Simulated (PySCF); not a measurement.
**C₃H₇AsO₂: electronic excitations**

Aim: predict the electronic excitations of C₃H₇AsO₂ (`COC(=O)C[AsH2]`).

Computed with PySCF 2.14.0, with density-fitted response routines of our own, on a single molecule in the gas phase. Atoms count from 0, in the outputs and in this text.

**1. Starting geometry**

13 atoms, charge 0, multiplicity 1; geometry from: GFN2-xTB.

Bonds of the start (Å): C0–O1 1.42, O1–C2 1.33, C2–O3 1.21, C2–C4 1.50, C4–As5 1.99, C0–H6 1.09, C0–H7 1.09, C0–H8 1.09, C4–H9 1.09, C4–H10 1.09, As5–H11 1.51, As5–H12 1.50.

**2. Excited states and response: wB97X-D/def2-SVPD**

The job: settings as JSON, then the geometry in Å.

```
{"job": {"kind": "uv", "xc": "wB97X-D", "basis": "def2-SVPD", "nstates": 8, "ntriplets": 3}, "charge": 0, "multiplicity": 1}
C      2.460302    -0.264551    -0.002325
O      1.136697    -0.739875    -0.217027
C      0.146771     0.085320     0.123298
O      0.325167     1.182627     0.594895
C     -1.215154    -0.483008    -0.124244
As    -2.476743     0.805927     0.706778
H      3.117895    -1.118142    -0.145361
H      2.697630     0.523716    -0.719300
H      2.558045     0.136778     1.008130
H     -1.375021    -0.598646    -1.198114
H     -1.285606    -1.475965     0.326460
H     -3.684074     0.170078     0.059059
H     -2.410297     1.776226    -0.429979
```

Method: TDDFT wB97X-D/def2-SVPD, vertical, gas phase, core orbitals frozen in the response.

Launch:

```bash
OMP_NUM_THREADS=1 python probes_run.py task.json out
```

One launch serves the whole session: the jobs run in the order shown.

Predict these results of the whole session: lowest singlet (wB97X-D/def2-SVPD); brightest single state of those computed; lowest triplet; surface potential, 1st and 99th percentile.

**Answer**, as computed:

```
                                quantity                        value
      lowest singlet (wB97X-D/def2-SVPD)  6.02 eV (206 nm), f = 0.001
brightest single state of those computed  state 4, 7.09 eV, f = 0.115
                          lowest triplet                      5.54 eV
   surface potential, 1st and 99th percentile           -1.54 V and 1.06 V
```

**Reading.** The first singlet state (HOMO−1→LUMO+1 0.78, HOMO−1→LUMO 0.10) lies at 6.02 eV and is dark; of the 8 states computed, the strongest absorption comes from state 4 at 7.09 eV. The lowest triplet lies 0.48 eV below the lowest singlet (triplets in Tamm-Dancoff, singlets in full TDDFT).
